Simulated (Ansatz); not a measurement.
This script drives Ansatz 0.2.0 through its Python package.

`bend_bfh2o2.py`:
```python
import ansatz as az
from ase import Atoms

atoms = Atoms(['O', 'B', 'O', 'F', 'H', 'H'], positions=[
    (-0.8926, 0.9008, -0.1265),
    (-0.1233, -0.2628, -0.0783),
    (1.2383, -0.1739, 0.3457),
    (-0.609, -1.5263, -0.4534),
    (-0.8043, 1.2869, -1.0733),
    (1.2329, -0.2887, 1.3395),
])

first = (
    az.Crystal.molecule_from_ase(atoms).calculation()
    .basis(gaussian='6-31G*')
    .functional('pbe')
    .relax(force_tolerance=0.02, max_steps=80)
)
atoms.positions = first.run().report['positions_ang']

rows = []
for angle in [85, 95, 105, 115, 125, 140, 160]:
    bent = atoms.copy()
    bent.set_angle(1, 0, 4, angle, indices=[4])
    model = (
        az.Crystal.molecule_from_ase(bent).calculation()
        .basis(gaussian='6-31G*')
        .functional('pbe')
    )
    rows.append((angle, model.run().report['free_energy_ev']))
floor = min(e for _, e in rows)
for angle, e in rows:
    print(f'angle B1-O0-H4 = {angle:3d} deg   {1000 * (e - floor):9.1f} meV')
```

It is started by `python bend_bfh2o2.py`. Estimate its wall time and peak memory on 1 thread of Arm Neoverse N1, on a shared host.

It took about 42 s, with a peak of 0.2 GiB, for 8 runs of the engine.

`python bend_bfh2o2.py` gives:
```text
angle B1-O0-H4 =  85 deg       394.9 meV
angle B1-O0-H4 =  95 deg       129.3 meV
angle B1-O0-H4 = 105 deg         7.4 meV
angle B1-O0-H4 = 115 deg         0.0 meV
angle B1-O0-H4 = 125 deg        80.1 meV
angle B1-O0-H4 = 140 deg       302.3 meV
angle B1-O0-H4 = 160 deg       633.4 meV
```

The scan is rigid, and the energies are electronic, in a modest basis. The zero is the lowest point of the grid, which needn't be the minimum.
